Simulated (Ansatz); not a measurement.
**quartet InNH3 at 3 levels**

Aim: a comparison of 3 runs (U-wB97X/def2-SVP, UB2PLYP/def2-SVP, RPA@PBE0/def2-SVP) of quartet InNH3. 

Program for the calculation: Ansatz 0.2.0.

41 further runs of the same task are left out: 41 set aside as unsound or not needed.

### Step 1. Starting point

InNH3 has 5 atoms, charge 0, and is taken as a quartet. SMILES of the parent species: `[NH2][InH]`. The shape is that of a PBE0-D4/def2-TZVP optimisation. This is one conformer, not always the lowest. That shape belongs to the parent species and isn't relaxed for this state.

Bond lengths: N1–In2 2.036 Å, N1–H3 1.011 Å, N1–H4 1.009 Å, In2–H5 1.761 Å. Angles: N1–In2–H5 116.4°, In2–N1–H3 120.0°, In2–N1–H4 120.8°, H3–N1–H4 109.8°.

### Step 2. A single-point energy at U-wB97X/def2-SVP (core potential) (run 1)

run.yaml reads:

```yaml
basis:
  gaussian:
    orbitals: def2-SVP
crystal:
  periodic: [false, false, false]
  atoms:
    - symbol: N
      position_ang: [-0.299400, -0.736500, 0.264700]
    - symbol: In
      position_ang: [0.846600, 0.946400, 0.296000]
    - symbol: H
      position_ang: [-0.846800, -0.960800, -0.554700]
    - symbol: H
      position_ang: [0.017600, -1.585600, 0.707600]
    - symbol: H
      position_ang: [0.331900, 2.262600, -0.755100]
magnetization:
  spin_polarized: true
  initial_magnetization: 3
hamiltonian:
  xc: {name: wB97X}
accuracy: high
output:
  orbitals: {seedname: orbitals}
```

Launch:

```bash
$ ansatz run run.yaml --threads 1 --pin off --max-ram 3480MiB --events-out events.jsonl --progress --plain --runs-dir runs
```

Log:

```text
Warning: RAYON_NUM_THREADS=1 ignored (pool sized by the plan → 1); use --threads N
Functional definition: wB97X
  name "wB97X"
  parameter omega = 0.3/bohr
  parameter cx = 0.157706
  parameter cx1 = 0.726479
  parameter cx2 = 1.04760
  parameter cx3 = -5.70635
  parameter cx4 = 13.2794
  parameter css1 = -4.33879
  parameter css2 = 18.2308
  parameter css3 = -31.7430
  parameter css4 = 17.2901
  parameter cos1 = 2.37031
  parameter cos2 = -11.3995
  parameter cos3 = 6.58405
  parameter cos4 = -3.78132
  exchange = spin_sum(e_x_unif_sr(omega)*poly(b97_u_x, 1 - cx, cx1, cx2, cx3, cx4)) + cx*exact_x_sr(omega)
      + exact_x_lr(omega)
  correlation = spin_sum(e_c_pw_same_spin*poly(b97_u_same, 1, css1, css2, css3, css4))
      + integral(e_c_pw_opposite_spin*poly(b97_u_opposite, 1, cos1, cos2, cos3, cos4))
1331 factors; integrals over basis functions are off by at most 2.7e-9 eV
284 factors; integrals over basis functions are off by at most 1.5e-9 eV
mean field evaluation 1: about -6705.2006 eV, gradient 1.4e1 eV
mean field evaluation 2: about -6705.8591 eV, gradient 1.0e1 eV
mean field evaluation 4: about -6706.3609 eV, gradient 6.4e-1 eV
mean field evaluation 8: about -6706.4368 eV, gradient 1.3e-1 eV
mean field evaluation 16: about -6706.4386 eV, gradient 2.0e-3 eV
mean field evaluation 32: about -6706.4386 eV, gradient 6.6e-7 eV
mean field -6706.43860640 eV, -246.4570729978 hartree, gradient 5.7e-8 eV, S^2 3.757772; 2 other end points of the search recorded, 0 dependent functions left out
reference -6706.43860585 eV, -246.4570729777 hartree; 17, 14 occupied and 38, 41 virtual orbitals, 1331 factors
Total energy: -6706.43860585 eV, -246.4570729777 hartree
```

Run time: 38 s. Hardware: 1 thread of Arm Neoverse V1, shared host; peak memory 0.53 GiB.

### Step 3. A single-point energy at UB2PLYP/def2-SVP (core potential) (run 2)

job.yaml reads:

```yaml
crystal:
  periodic: [false, false, false]
  atoms:
    - {symbol: "N", position_ang: [-0.299400, -0.736500, 0.264700]}
    - {symbol: In, position_ang: [0.846600, 0.946400, 0.296000]}
    - {symbol: H, position_ang: [-0.846800, -0.960800, -0.554700]}
    - {symbol: H, position_ang: [0.017600, -1.585600, 0.707600]}
    - {symbol: H, position_ang: [0.331900, 2.262600, -0.755100]}
basis:
  gaussian: {orbitals: def2-SVP}
magnetization: {spin_polarized: true, initial_magnetization: 3}
hamiltonian: {xc: {name: B2PLYP}}
correlation: {frozen_orbitals: {H: 0, In: 4, "N": 1}}
accuracy: high
output: {orbitals: {seedname: orbitals}}
```

Launch:

```bash
$ ansatz run job.yaml --threads 1 --pin off --max-ram 3480MiB --events-out events.jsonl --progress --plain --runs-dir runs
```

Log, cut to the lines that bear on the results:

```text
Warning: RAYON_NUM_THREADS=1 ignored (pool sized by the plan → 1); use --threads N
Functional definition: B2PLYP
  name "B2PLYP"
[...]
1331 factors; integrals over basis functions are off by at most 2.7e-9 eV
[...]
mean field -6695.17993302 eV, -246.0433243825 hartree, gradient 7.2e-8 eV, S^2 3.759164; 0 other end points of the search recorded, 0 dependent functions left out
5 core orbitals not correlated: weight in the atoms' cores, before any rotation towards them, 1.000 or more for the frozen orbitals, at most 0.000 for the correlated occupied ones
reference -6695.17995402 eV, -246.0433251542 hartree; 12, 9 occupied and 38, 41 virtual orbitals, 1331 factors
second order -7.07686918 eV of doubles, -0.00000000 eV of singles
Total energy: -6697.09070870 eV, -246.1135440935 hartree
```

Wall time 9.3 s (1 thread of Arm Neoverse V1, shared host); peak memory 0.22 GiB.

### Step 4. A single-point energy at RPA@PBE0/def2-SVP (core potential) (run 3)

input.yaml reads:

```yaml
crystal:
  periodic: [false, false, false]
  atoms:
    - symbol: N
      position_ang: [-0.299400, -0.736500, 0.264700]
    - symbol: In
      position_ang: [0.846600, 0.946400, 0.296000]
    - symbol: H
      position_ang: [-0.846800, -0.960800, -0.554700]
    - symbol: H
      position_ang: [0.017600, -1.585600, 0.707600]
    - symbol: H
      position_ang: [0.331900, 2.262600, -0.755100]
basis:
  gaussian:
    orbitals: def2-SVP
magnetization:
  spin_polarized: true
  initial_magnetization: 3
hamiltonian:
  xc: {name: PBE0}
correlation:
  method: rpa
  frozen_orbitals: {H: 0, In: 4, "N": 1}
accuracy: high
```

Launch:

```bash
$ ansatz run input.yaml --threads 1 --pin off --max-ram 3480MiB --events-out events.jsonl --progress --plain --runs-dir runs
```

Log, cut to the lines that bear on the results:

```text
Warning: RAYON_NUM_THREADS=1 ignored (pool sized by the plan → 1); use --threads N
Functional definition: PBE0
  name "PBE0"
[...]
1331 factors; integrals over basis functions are off by at most 2.7e-9 eV
[...]
mean field -6704.57672213 eV, -246.3886500130 hartree, gradient 5.5e-8 eV, S^2 3.756199; 2 other end points of the search recorded, 0 dependent functions left out
5 core orbitals not correlated: weight in the atoms' cores, before any rotation towards them, 1.000 or more for the frozen orbitals, at most 0.000 for the correlated occupied ones
reference -6672.26152310 eV, -245.2010883527 hartree; 12, 9 occupied and 38, 41 virtual orbitals, 1331 factors
Total energy: -6681.91449610 eV, -245.5558285673 hartree
```

It took 11 s on 1 thread of Arm Neoverse V1, shared host; peak memory 0.3 GiB.

### Step 5. The series

| run | level | frozen core orbitals | energy (Eh) | HOMO energy (eV) | ⟨S²⟩ | wall time |
| --- | --- | --- | --- | --- | --- | --- |
| 1 | U-wB97X/def2-SVP (core potential) | – | -246.457073 | -4.69 | 3.758 | 38 s |
| 2 | UB2PLYP/def2-SVP (core potential) | 5 | -246.113544 | -3.62 | 3.759 | 9.3 s |
| 3 | RPA@PBE0/def2-SVP (core potential) | 5 | -245.555829 | – | 3.756 | 11 s |

### Step 6. Outcome

| quantity | value |
| --- | --- |
| run 3: total energy | -245.55583 Eh |
| run 3: RPA correlation energy (valence) | -354.7 mEh |
| run 3: ⟨S²⟩ of the reference determinant | 3.756 |

**Reading.** Totals of different functionals can't be ranked against each other. All runs together took 58 s, the longest 38 s.
